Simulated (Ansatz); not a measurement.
# Zn: the cost of one run

Program: Ansatz 0.2.0. Level of theory: DFT PBE, scalar-relativistic, plane waves, PAW. These are calculated values, not measurements.

## (1) The starting structure

It takes space group P6_3/mmc (No. 194, hexagonal). Conventional cell: a = 2.665 Å, b = 2.665 Å, c = 4.947 Å, α = 90.00°, β = 90.00°, γ = 120.00°. Zn (site symmetry -6m2) has 12 Zn at 2.66 to 2.91 Å in its first shell of neighbours.

Structure file:

```cif
data_structure
_symmetry_space_group_name_H-M 'P 1'
_symmetry_Int_Tables_number 1
_cell_length_a 2.6648
_cell_length_b 2.6648
_cell_length_c 4.9467
_cell_angle_alpha 90.000
_cell_angle_beta 90.000
_cell_angle_gamma 120.000
_cell_volume 30.42
loop_
_atom_site_label
_atom_site_type_symbol
_atom_site_fract_x
_atom_site_fract_y
_atom_site_fract_z
_atom_site_occupancy
Zn1 Zn 0.33333 0.66667 0.25000 1
Zn2 Zn 0.66667 0.33333 0.75000 1
```

No relaxation comes first: the listed cell is the starting point.

## (2) The undisturbed cell

Contents of input.yaml:

```yaml
crystal:
  lattice:
    - [2.6647980532, 0.0, 0.0]
    - [-1.3323990266, 2.30778281, 0.0]
    - [0.0, 0.0, 4.9467]
  atoms:
    - { symbol: Zn, position: [0.3333333333, 0.6666666667, 0.25] }
    - { symbol: Zn, position: [0.6666666667, 0.3333333333, 0.75] }
basis:
  ecutwfc: 420
kpoints:
  mp_grid: { grid: [24, 24, 12] }
hamiltonian:
  xc: pbe
scf:
  occupations: { method: gaussian, width: 0.15 }
output:
  forces: true
  stress: true
  eigenvalues: true
  write_density: true
  write_potential: true
  elf: true
  volumetric_format: npy
```

On the command line:

```sh
$ ansatz run input.yaml --threads 1 --pin off --max-ram 2560MiB --backend cpu --events-out ev --progress --plain --runs-dir out
```

Q: Estimate wall time and peak memory on 1 thread of Arm Neoverse V2, shared host.

About 12 s, with a peak of 0.42 GiB.
